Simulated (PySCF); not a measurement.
# One shape, several levels: GeClF (SMILES [F][Ge][Cl])

Aim: a comparison of 3 runs (HFLYP/cc-pwCVDZ, CCD/def2-mTZVP, DF-CCSD(T)/cc-pCVDZ) of GeClF. The job is set up through a Python script.

The results are computed with PySCF 2.14.0.

1 further run of the same task is left out (it didn't finish).

## Step 1: Starting point

GeClF has 3 atoms, charge 0, and is taken as a singlet. As SMILES, `[F][Ge][Cl]`. The shape is that of a PBE0-D4/def2-TZVP optimisation.

Bond lengths: F1–Ge2 1.748 Å, Ge2–Cl3 2.180 Å. Angles: F1–Ge2–Cl3 98.3°.

## Step 2: A single-point energy at HFLYP/cc-pwCVDZ (run 1)

Input file geometry.xyz:

```xyz
3
ClFGe
F      0.110400     1.418700     0.206200
Ge    -0.762800     0.035600    -0.410300
Cl     0.641600    -1.519100     0.191000
```

Input file input.py:

```python
from pyscf import gto, dft

mol = gto.M(
    atom='geometry.xyz',
    basis='cc-pwcvdz',
    max_memory=1860,
    verbose=3,
    charge=0,
)

myscf = dft.RKS(mol)
myscf.xc = 'hflyp'
myscf.kernel()

e_tot = myscf.e_tot
print('E(%s) = %.9f' % ('HFLYP', e_tot))
```

Started as:

```console
OMP_NUM_THREADS=1 python input.py
```

The program printed:

```text
converged SCF energy = -2636.96409643806
E(HFLYP) = -2636.964096438
```

It took 6.3 s on 1 thread of Arm Neoverse V2, shared host; peak memory 0.36 GiB.

## Step 3: A single-point energy at CCD/def2-mTZVP (run 2)

Input file run.py:

```python
from pyscf import gto
from pyscf.cc.ccd import CCD

mol = gto.M(
    atom='''
F    0.110400   1.418700   0.206200
Ge  -0.762800   0.035600  -0.410300
Cl   0.641600  -1.519100   0.191000
''',
    basis='def2-mtzvp',
    max_memory=1860,
    spin=0,
    verbose=4,
)

hf = mol.RHF()
hf.kernel()

mycc = CCD(hf)
mycc.kernel()
e_tot = mycc.e_tot
print('E = %.10f Eh' % e_tot)
hf.analyze()
```

Started as:

```console
OMP_NUM_THREADS=1 python run.py
```

The program printed:

```text
PySCF version 2.14.0

[INPUT] num. atoms = 3
[INPUT] num. electrons = 58
[INPUT] charge = 0
[INPUT] spin (= nelec alpha-beta = 2S) = 0
[INPUT] symmetry False subgroup None
[INPUT] Mole.unit = angstrom
[INPUT] Symbol           X                Y                Z      unit          X                Y                Z       unit  Magmom
[INPUT]  1 F      0.110400000000   1.418700000000   0.206200000000 AA    0.208625764152   2.680954452920   0.389661526885 Bohr   0.0
[INPUT]  2 Ge    -0.762800000000   0.035600000000  -0.410300000000 AA   -1.441483087818   0.067274250035  -0.775354628909 Bohr   0.0
[INPUT]  3 Cl     0.641600000000  -1.519100000000   0.191000000000 AA    1.212448281521  -2.870682955827   0.360937689792 Bohr   0.0

nuclear repulsion = 246.377352051105
number of shells = 33
number of NR pGTOs = 168
number of NR cGTOs = 77
basis = def2-mtzvp
ecp = {}

[... 70 lines left out ...]
One-electron Energy =                -4161.111692557489732
[... 9 lines left out ...]
MO #5   energy= -46.3019226847228  occ= 2
[... 7 lines left out ...]
MO #13  energy= -5.23724950391708  occ= 2
[... 7 lines left out ...]
MO #21  energy= -1.54653024346895  occ= 2
[... 7 lines left out ...]
MO #29  energy= -0.406518656931581 occ= 2
[... 7 lines left out ...]
MO #37  energy= 0.484679412621935  occ= 0
[... 7 lines left out ...]
MO #45  energy= 0.831297850457698  occ= 0
[... 7 lines left out ...]
MO #53  energy= 1.14821313648607   occ= 0
[... 7 lines left out ...]
MO #61  energy= 2.47345451539289   occ= 0
[... 7 lines left out ...]
MO #69  energy= 3.6762509738454    occ= 0
[... 7 lines left out ...]
MO #77  energy= 58.3894842957387   occ= 0
[... 44 lines left out ...]
pop of  1 Ge 3dz^2        1.99986
pop of  1 Ge 3dxz         1.99987
pop of  1 Ge 3dx2-y2      1.99986
pop of  1 Ge 4dxy         0.00724
pop of  1 Ge 4dyz         0.00449
pop of  1 Ge 4dz^2        0.00360
pop of  1 Ge 4dxz         0.00286
pop of  1 Ge 4dx2-y2      0.00451
pop of  1 Ge 5dxy         0.00191
pop of  1 Ge 5dyz         0.00187
pop of  1 Ge 5dz^2        0.00174
pop of  1 Ge 5dxz         0.00142
pop of  1 Ge 5dx2-y2      0.00220
pop of  2 Cl 1s           2.00000
pop of  2 Cl 2s           1.99995
pop of  2 Cl 3s           1.87726
pop of  2 Cl 4s           0.00078
pop of  2 Cl 5s           0.00010
pop of  2 Cl 2px          2.00000
pop of  2 Cl 2py          2.00000
pop of  2 Cl 2pz          2.00000
pop of  2 Cl 3px          1.80068
pop of  2 Cl 3py          1.77403
pop of  2 Cl 3pz          1.88007
pop of  2 Cl 4px          0.00153
pop of  2 Cl 4py          0.00123
pop of  2 Cl 4pz          0.00075
pop of  2 Cl 5px          0.00053
pop of  2 Cl 5py          0.00060
pop of  2 Cl 5pz          0.00031
pop of  2 Cl 3dxy         0.00582
pop of  2 Cl 3dyz         0.00214
pop of  2 Cl 3dz^2        0.00177
pop of  2 Cl 3dxz         0.00160
pop of  2 Cl 3dx2-y2      0.00191
 ** Mulliken atomic charges  **
charge of    0F =     -0.57376
charge of    1Ge =      0.92482
charge of    2Cl =     -0.35106
Dipole moment(X, Y, Z, Debye): -2.38573, -0.17413, -1.31216
```

It took 51 s on 1 thread of Arm Neoverse V2, shared host; peak memory 0.55 GiB.

## Step 4: The energy at DF-CCSD(T)/cc-pCVDZ (sfX2C) (run 3)

Input file run.py:

```python
from pyscf import gto, cc

mol = gto.Mole()
mol.atom = 'F 0.110400 1.418700 0.206200; Ge -0.762800 0.035600 -0.410300; Cl 0.641600 -1.519100 0.191000'
mol.basis = 'cc-pcvdz'
mol.charge = 0
mol.max_memory = 1860
mol.spin = 0
mol.symmetry = True
mol.verbose = 4
mol.build()

calc0 = mol.RHF()
calc0 = calc0.x2c()
calc0.kernel()

mycc = cc.CCSD(calc0, frozen=15).density_fit()
mycc.kernel()
e_t = mycc.ccsd_t()
e_tot = mycc.e_tot + e_t
print('Final energy', e_tot)
calc0.analyze()
```

Started as:

```console
OMP_NUM_THREADS=1 python run.py
```

The program printed:

```text
PySCF version 2.14.0

[INPUT] num. atoms = 3
[INPUT] num. electrons = 58
[INPUT] charge = 0
[INPUT] spin (= nelec alpha-beta = 2S) = 0
[INPUT] symmetry True subgroup None
[INPUT] Mole.unit = angstrom
[INPUT] Symbol           X                Y                Z      unit          X                Y                Z       unit  Magmom
[INPUT]  1 F      0.110400000000   1.418700000000   0.206200000000 AA    0.208625764152   2.680954452920   0.389661526885 Bohr   0.0
[INPUT]  2 Ge    -0.762800000000   0.035600000000  -0.410300000000 AA   -1.441483087818   0.067274250035  -0.775354628909 Bohr   0.0
[INPUT]  3 Cl     0.641600000000  -1.519100000000   0.191000000000 AA    1.212448281521  -2.870682955827   0.360937689792 Bohr   0.0

[... 138 lines left out ...]
Two-electron Energy =                 1283.364580535477899
[... 14 lines left out ...]
MO #8 (A' #7), energy= -10.6105084237401 occ= 2
[... 9 lines left out ...]
MO #18 (A" #4), energy= -1.68263137690303 occ= 2
[... 9 lines left out ...]
MO #28 (A' #21), energy= -0.466317623646063 occ= 2
[... 9 lines left out ...]
MO #38 (A' #28), energy= 0.575215990688041 occ= 0
[... 9 lines left out ...]
MO #48 (A" #14), energy= 1.07931561271661 occ= 0
[... 9 lines left out ...]
MO #58 (A' #41), energy= 4.02601550944671 occ= 0
[... 9 lines left out ...]
MO #68 (A' #48), energy= 6.19708543813654 occ= 0
[... 9 lines left out ...]
MO #78 (A' #54), energy= 12.3568149014006 occ= 0
[... 9 lines left out ...]
MO #88 (A' #61), energy= 48.7015911171549 occ= 0
[... 55 lines left out ...]
pop of  1 Ge 5dx2-y2      0.00309
pop of  1 Ge 4f-3         0.00000
pop of  1 Ge 4f-2         0.00000
pop of  1 Ge 4f-1         0.00000
pop of  1 Ge 4f+0         0.00000
pop of  1 Ge 4f+1         0.00000
pop of  1 Ge 4f+2         0.00000
pop of  1 Ge 4f+3         0.00000
pop of  2 Cl 1s           1.99999
pop of  2 Cl 2s           1.99997
pop of  2 Cl 3s           1.88008
pop of  2 Cl 4s           0.00051
pop of  2 Cl 5s           0.00005
pop of  2 Cl 2px          2.00000
pop of  2 Cl 2py          2.00000
pop of  2 Cl 2pz          2.00000
pop of  2 Cl 3px          1.80057
pop of  2 Cl 3py          1.77132
pop of  2 Cl 3pz          1.87805
pop of  2 Cl 4px          0.00095
pop of  2 Cl 4py          0.00052
pop of  2 Cl 4pz          0.00054
pop of  2 Cl 5px          0.00026
pop of  2 Cl 5py          0.00013
pop of  2 Cl 5pz          0.00020
pop of  2 Cl 3dxy         0.00374
pop of  2 Cl 3dyz         0.00138
pop of  2 Cl 3dz^2        0.00114
pop of  2 Cl 3dxz         0.00104
pop of  2 Cl 3dx2-y2      0.00126
pop of  2 Cl 4dxy         0.00169
pop of  2 Cl 4dyz         0.00061
pop of  2 Cl 4dz^2        0.00051
pop of  2 Cl 4dxz         0.00046
pop of  2 Cl 4dx2-y2      0.00054
 ** Mulliken atomic charges  **
charge of    0F =     -0.53859
charge of    1Ge =      0.88407
charge of    2Cl =     -0.34549
Dipole moment(X, Y, Z, Debye): -2.46306, -0.15631, -1.35227
```

Run time: 47 s. Hardware: 1 thread of Arm Neoverse V2, shared host; peak memory 0.4 GiB.

## Step 5: Overview of the runs

| run | level | integration grid | frozen core orbitals | energy (Eh) | dipole moment (D) of the reference | HOMO energy (eV) | LUMO energy (eV) | wall time |
| --- | --- | --- | --- | --- | --- | --- | --- | --- |
| 1 | HFLYP/cc-pwCVDZ | 3 | – | -2636.964096 | 2.81 | -11.88 | -0.55 | 6.3 s |
| 2 | CCD/def2-mTZVP | – | 0 | -2635.134079 | 2.73 | -11.06 | 0.12 | 51 s |
| 3 | DF-CCSD(T)/cc-pCVDZ (sfX2C) | – | 15 | -2653.638596 | 2.81 | -11.10 | 0.24 | 47 s |

## Step 6: What came out

| quantity | value |
| --- | --- |
| run 3: total energy | -2653.63860 Eh |
| run 3: dipole moment (Hartree–Fock density) | 2.81 D |
| run 3: HOMO energy (Hartree–Fock orbitals) | -11.10 eV |
| run 3: LUMO energy (Hartree–Fock orbitals) | 0.24 eV |
| run 3: HOMO–LUMO gap (Hartree–Fock orbitals) | 11.33 eV |
| run 3: correlation energy (15 core orbitals frozen) | -748.0 mEh |
| run 3: (T) correction | -13.28 mEh |
| run 3: T1 diagnostic | 0.015 |

Some runs of one species differ in core potentials or relativity; totals across that change don't compare. All runs together took 1.7 min, the longest 51 s.
